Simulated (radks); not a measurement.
# Valence configurations of Ti⁺

One table from this session's results is given with a row withheld; the runs are named, their logs left out.

The numbers are computed with radks (a radial shooting solver on a logarithmic mesh, Libxc functionals) version 1 (non-relativistic Kohn-Sham, TPSS, spin-unpolarised, spherical densities, point nucleus), except any that are marked as measured or tabulated.

## What is computed

```
element       : titanium (Z = 22)
charge        : +1
electrons     : 21
configuration : [Ar] 3d2 4s1
others tried  : 3d1 4s2; 3d2 4p1; 3d1 4s1 4p1; 3d3; 3d2 4s0.5 4p0.5; 3d2.5 4s0.5; 3d1 4s1.5 4p0.5; 3d1.5 4s1 4p0.5; 4s0.5 4p2.5
```

The outer shells:

Ti⁺
```
[Ar] core
3d [↑ ][↑ ][  ][  ][  ]
4s [↑ ]
```

Set-up of the first run:

The run's settings:

```text
Z 22
configuration [Ar] 3d2 4s1
relativity non-relativistic
functional tpss,tpss
spin unpolarised
nucleus point
```

Among the steps run: [Ar] 3d2 4s1.

One of the session's tables, all rows but one given; the rest of the session is left out.

It belongs to the step «[Ar] 3d2 4s1». From the orbitals of this run (lengths in bohr):

| level | <r> | outermost maximum (interpolated) | 90 % within | nodes |
| --- | --- | --- | --- | --- |
| 1s | 0.07012 | 0.0461 | 0.125 | 0 |
| 2s | 0.3271 | 0.271 | 0.508 | 1 |
| 2p | 0.2908 | 0.220 | 0.478 | 0 |
| 3s | 1.014 | 0.874 | 1.52 | 2 |
| 3p | 1.088 | 0.901 | 1.68 | 1 |
| 3d | 1.507 | 0.965 | 2.63 | 0 |
| 4s | ? | ? | ? | ? |

**Question.** Estimate the row for 4s.

As computed: <r>: 3.234; outermost maximum (interpolated): 2.79; 90 % within: 4.79; nodes: 3. In the column «<r>» it is the highest.
